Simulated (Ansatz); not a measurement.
# One shape, several levels: CH3BClFO (SMILES BC(O)(F)Cl)

Wanted: a comparison of 6 runs (HF/STO-3G, HF/3-21G, HF/6-31+G*, B3LYP/6-31G*, PBE0/def2-SVP, PBE/6-311+G**) of CH3BClFO. 

Program for the calculation: Ansatz 0.2.0.

7 further runs of the same task are left out: 1 that didn't finish, 6 set aside as unsound or not needed.

**1. The structure to begin with**

CH3BClFO has 8 atoms, charge 0, and is taken as a singlet. SMILES: `BC(O)(F)Cl`. The shape is that of a PBE0-D4/def2-TZVP optimisation. This is one conformer, not always the lowest.

Bond lengths: B1–C2 1.545 Å, C2–O3 1.458 Å, C2–F4 1.346 Å, C2–Cl5 1.742 Å, B1–H6 1.192 Å, B1–H7 1.187 Å, O3–H8 0.968 Å. Angles: B1–C2–O3 74.1°, B1–C2–F4 121.2°, B1–C2–Cl5 125.0°, O3–C2–F4 108.7°, O3–C2–Cl5 110.1°, F4–C2–Cl5 109.4°, C2–B1–H6 116.5°, C2–B1–H7 119.5°, C2–O3–H8 107.1°, H6–B1–H7 123.9°.

**2. Energy and forces at HF/STO-3G (run 1)**

job.yaml

```yaml
crystal:
  periodic: [false, false, false]
  atoms:
    - {symbol: B, position_ang: [-0.496700, 0.835900, 0.196700]}
    - {symbol: C, position_ang: [0.656000, -0.125700, -0.169000]}
    - {symbol: O, position_ang: [-0.573100, -0.892300, -0.337200]}
    - {symbol: F, position_ang: [1.403700, -0.711800, 0.783800]}
    - {symbol: Cl, position_ang: [1.548100, -0.091800, -1.664700]}
    - {symbol: H, position_ang: [-0.796500, 0.892200, 1.348900]}
    - {symbol: H, position_ang: [-0.991600, 1.504400, -0.650000]}
    - {symbol: H, position_ang: [-0.657600, -1.468100, 0.435900]}
basis:
  gaussian:
    orbitals: STO-3G
hamiltonian:
  xc: hf
accuracy: high
output:
  forces: true
  orbitals: {seedname: orbitals}
```

On the command line:

```
$ ansatz run job.yaml --threads 1 --pin off --max-ram 2610MiB --events-out events.jsonl --progress --plain --runs-dir runs
```

Log:

```text
Warning: RAYON_NUM_THREADS=1 ignored (pool sized by the plan → 1); use --threads N
Functional definition: HF
  name "HF"
  exchange = exact_x
  correlation = 0
672 factors; integrals over basis functions are off by at most 5.1e-9 eV
mean field evaluation 1: about -18770.1636 eV, gradient 3.4e1 eV
mean field evaluation 2: about -18770.3857 eV, gradient 3.4e1 eV
mean field evaluation 4: about -18774.6512 eV, gradient 2.4e0 eV
mean field evaluation 8: about -18774.6848 eV, gradient 1.8e-4 eV
mean field -18774.68483704 eV, -689.9569418228 hartree, gradient 3.1e-8 eV, S^2 0.000000; 0 other end points of the search recorded, 0 dependent functions left out
the calculation of the forces begins
reference -18774.68483704 eV, -689.9569418228 hartree; 24, 24 occupied and 8, 8 virtual orbitals, 672 factors
Total energy: -18774.68483704 eV, -689.9569418228 hartree
Atom 0 at    -0.496700     0.835900     0.196700 Å, force    -1.370846    -0.289719    -0.174304 eV/Å
Atom 1 at     0.656000    -0.125700    -0.169000 Å, force    -0.390108     0.186491     1.603159 eV/Å
Atom 2 at    -0.573100    -0.892300    -0.337200 Å, force    -0.927707     2.088013    -0.855720 eV/Å
Atom 3 at     1.403700    -0.711800     0.783800 Å, force     0.696418    -0.524803     0.953754 eV/Å
Atom 4 at     1.548100    -0.091800    -1.664700 Å, force     1.286779     0.148613    -2.405627 eV/Å
Atom 5 at    -0.796500     0.892200     1.348900 Å, force     0.202411    -0.038135    -1.157238 eV/Å
Atom 6 at    -0.991600     1.504400    -0.650000 Å, force     0.421590    -0.557564     0.834766 eV/Å
Atom 7 at    -0.657600    -1.468100     0.435900 Å, force     0.081462    -1.012897     1.201209 eV/Å
Dipole moment:    -0.230951    -0.277630     0.415046 e Å
```

It took 2.2 s on 1 thread of Intel Xeon Platinum 8259CL at 2.50GHz (Skylake/Cascade Lake), shared host; peak memory 0.28 GiB.

**3. Energy and forces at HF/3-21G (run 2)**

input.yaml

```yaml
crystal:
  periodic: [false, false, false]
  atoms:
    - symbol: B
      position_ang: [-0.496700, 0.835900, 0.196700]
    - symbol: C
      position_ang: [0.656000, -0.125700, -0.169000]
    - symbol: O
      position_ang: [-0.573100, -0.892300, -0.337200]
    - symbol: F
      position_ang: [1.403700, -0.711800, 0.783800]
    - symbol: Cl
      position_ang: [1.548100, -0.091800, -1.664700]
    - symbol: H
      position_ang: [-0.796500, 0.892200, 1.348900]
    - symbol: H
      position_ang: [-0.991600, 1.504400, -0.650000]
    - symbol: H
      position_ang: [-0.657600, -1.468100, 0.435900]
basis:
  gaussian:
    orbitals: 3-21G.json
hamiltonian:
  xc: hf
accuracy: high
output:
  forces: true
  orbitals: {seedname: orbitals}
```

The basis set 3-21G is read from a file made from the Basis Set Exchange's data (not shown).

On the command line:

```
$ ansatz run input.yaml --threads 1 --pin off --max-ram 2610MiB --events-out events.jsonl --progress --plain --runs-dir runs
```

Log:

```text
Warning: RAYON_NUM_THREADS=1 ignored (pool sized by the plan → 1); use --threads N
Functional definition: HF
  name "HF"
  exchange = exact_x
  correlation = 0
1287 factors; integrals over basis functions are off by at most 6.7e-9 eV
mean field evaluation 1: about -18895.8658 eV, gradient 3.2e1 eV
mean field evaluation 2: about -18896.3023 eV, gradient 3.3e1 eV
mean field evaluation 4: about -18899.1517 eV, gradient 2.9e0 eV
mean field evaluation 8: about -18899.1986 eV, gradient 3.2e-1 eV
mean field evaluation 16: about -18899.1991 eV, gradient 1.5e-8 eV
mean field -18899.19909619 eV, -694.5327564479 hartree, gradient 4.3e-8 eV, S^2 0.000000; 0 other end points of the search recorded, 0 dependent functions left out
the calculation of the forces begins
reference -18899.19909619 eV, -694.5327564479 hartree; 24, 24 occupied and 31, 31 virtual orbitals, 1287 factors
Total energy: -18899.19909619 eV, -694.5327564479 hartree
Atom 0 at    -0.496700     0.835900     0.196700 Å, force    -0.239933     0.640608     0.091067 eV/Å
Atom 1 at     0.656000    -0.125700    -0.169000 Å, force    -0.803475     0.882690     0.620897 eV/Å
Atom 2 at    -0.573100    -0.892300    -0.337200 Å, force    -0.204002    -0.417192     0.298157 eV/Å
Atom 3 at     1.403700    -0.711800     0.783800 Å, force     0.427746    -0.382522     0.834431 eV/Å
Atom 4 at     1.548100    -0.091800    -1.664700 Å, force     0.909673     0.053643    -1.732269 eV/Å
Atom 5 at    -0.796500     0.892200     1.348900 Å, force     0.032447    -0.016301    -0.280400 eV/Å
Atom 6 at    -0.991600     1.504400    -0.650000 Å, force     0.233729    -0.115453     0.235480 eV/Å
Atom 7 at    -0.657600    -1.468100     0.435900 Å, force    -0.356184    -0.645473    -0.067363 eV/Å
Dipole moment:    -0.206033    -0.152310     0.340505 e Å
```

Wall time 2.1 s (1 thread of Intel Xeon Platinum 8259CL at 2.50GHz (Skylake/Cascade Lake), shared host); peak memory 0.28 GiB.

Runs 3 to 5 aren't shown in full; the table further down has their settings and results.

**4. Energy and forces at PBE/6-311+G(d,p) (run 6)**

molecule.yaml

```yaml
crystal:
  periodic: [false, false, false]
  atoms:
    - symbol: B
      position_ang: [-0.496700, 0.835900, 0.196700]
    - symbol: C
      position_ang: [0.656000, -0.125700, -0.169000]
    - symbol: O
      position_ang: [-0.573100, -0.892300, -0.337200]
    - symbol: F
      position_ang: [1.403700, -0.711800, 0.783800]
    - symbol: Cl
      position_ang: [1.548100, -0.091800, -1.664700]
    - symbol: H
      position_ang: [-0.796500, 0.892200, 1.348900]
    - symbol: H
      position_ang: [-0.991600, 1.504400, -0.650000]
    - symbol: H
      position_ang: [-0.657600, -1.468100, 0.435900]
basis:
  gaussian:
    orbitals: 6-311+G_st__st_-spherical.json
hamiltonian:
  xc: {name: PBE}
accuracy: high
output: {forces: true, orbitals: {seedname: orbitals}}
```

The basis set 6-311+G** is read from a file made from the Basis Set Exchange's data (not shown).

On the command line:

```
$ ansatz run molecule.yaml --threads 1 --pin off --max-ram 2610MiB --events-out events.jsonl --progress --plain --runs-dir runs
```

Log:

```text
Warning: RAYON_NUM_THREADS=1 ignored (pool sized by the plan → 1); use --threads N
Functional definition: PBE
  name "PBE"
  parameter kappa = 0.804
  parameter beta = 0.06672455060314922
  exchange = pbe_x(kappa = kappa, mu = beta*pi^2/3)
  correlation = pbe_c(beta = beta)
2588 factors; integrals over basis functions are off by at most 4.6e-9 eV
mean field evaluation 1: about -19031.3817 eV, gradient 5.5e1 eV
mean field evaluation 2: about -19016.0660 eV, gradient 1.0e2 eV
mean field evaluation 4: about -19037.5869 eV, gradient 7.7e0 eV
mean field evaluation 8: about -19037.6914 eV, gradient 6.0e-1 eV
mean field evaluation 16: about -19037.6922 eV, gradient 3.6e-5 eV
mean field -19037.69216850 eV, -699.6222829813 hartree, gradient 2.9e-8 eV, S^2 0.000000; 0 other end points of the search recorded, 0 dependent functions left out
the calculation of the forces begins
reference -19037.69217576 eV, -699.6222832480 hartree; 24, 24 occupied and 112, 112 virtual orbitals, 2588 factors
Total energy: -19037.69217576 eV, -699.6222832480 hartree
Atom 0 at    -0.496700     0.835900     0.196700 Å, force    -0.075606     0.215619     0.071598 eV/Å
Atom 1 at     0.656000    -0.125700    -0.169000 Å, force    -0.082956     0.621279    -0.105644 eV/Å
Atom 2 at    -0.573100    -0.892300    -0.337200 Å, force    -0.607893    -0.264179    -0.567593 eV/Å
Atom 3 at     1.403700    -0.711800     0.783800 Å, force     0.579780    -0.409217     0.736065 eV/Å
Atom 4 at     1.548100    -0.091800    -1.664700 Å, force     0.348009     0.038854    -0.596449 eV/Å
Atom 5 at    -0.796500     0.892200     1.348900 Å, force    -0.032601     0.017713     0.142704 eV/Å
Atom 6 at    -0.991600     1.504400    -0.650000 Å, force    -0.055528     0.084839    -0.098244 eV/Å
Atom 7 at    -0.657600    -1.468100     0.435900 Å, force    -0.073205    -0.304907     0.417564 eV/Å
Dipole moment:    -0.176118    -0.240752     0.211930 e Å
```

It took 22 s on 1 thread of Intel Xeon Platinum 8259CL at 2.50GHz (Skylake/Cascade Lake), shared host; peak memory 0.45 GiB.

**5. Overview of the runs**

| run | level | energy (Eh) | dipole moment (D) | HOMO energy (eV) | LUMO energy (eV) | wall time |
| --- | --- | --- | --- | --- | --- | --- |
| 1 | HF/STO-3G | -689.956942 | 2.64 | -9.94 | 8.69 | 2.2 s |
| 2 | HF/3-21G | -694.532756 | 2.05 | -12.14 | 4.01 | 2.1 s |
| 3 | HF/6-31+G* (spherical functions) | -698.033649 | 1.68 | -12.13 | 1.46 | 12 s |
| 4 | B3LYP/6-31G* (spherical functions) | -699.971727 | 1.94 | -8.18 | 0.04 | 12 s |
| 5 | PBE0/def2-SVP | -699.253592 | 1.78 | -8.51 | -0.02 | 12 s |
| 6 | PBE/6-311+G** | -699.622283 | 1.76 | -7.33 | -1.54 | 22 s |

**6. Outcome**

```
                       quantity          value
            run 6: total energy  -699.62228 Eh
           run 6: dipole moment         1.76 D
             run 6: HOMO energy       -7.33 eV
             run 6: LUMO energy       -1.54 eV
           run 6: HOMO–LUMO gap        5.79 eV
run 6: largest force on an atom     1.022 eV/Å
```

What this shows: The dipole moment (its size) runs from 1.68 D (HF/6-31+G*) to 2.64 D (HF/STO-3G). The HOMO–LUMO gap runs from 5.79 eV (PBE/6-311+G**) to 18.63 eV (HF/STO-3G). The two ends differ in method and basis. Totals of different functionals can't be ranked against each other. In run 1 the basis is minimal, so the values are rough. All runs together took 62 s, the longest 22 s.
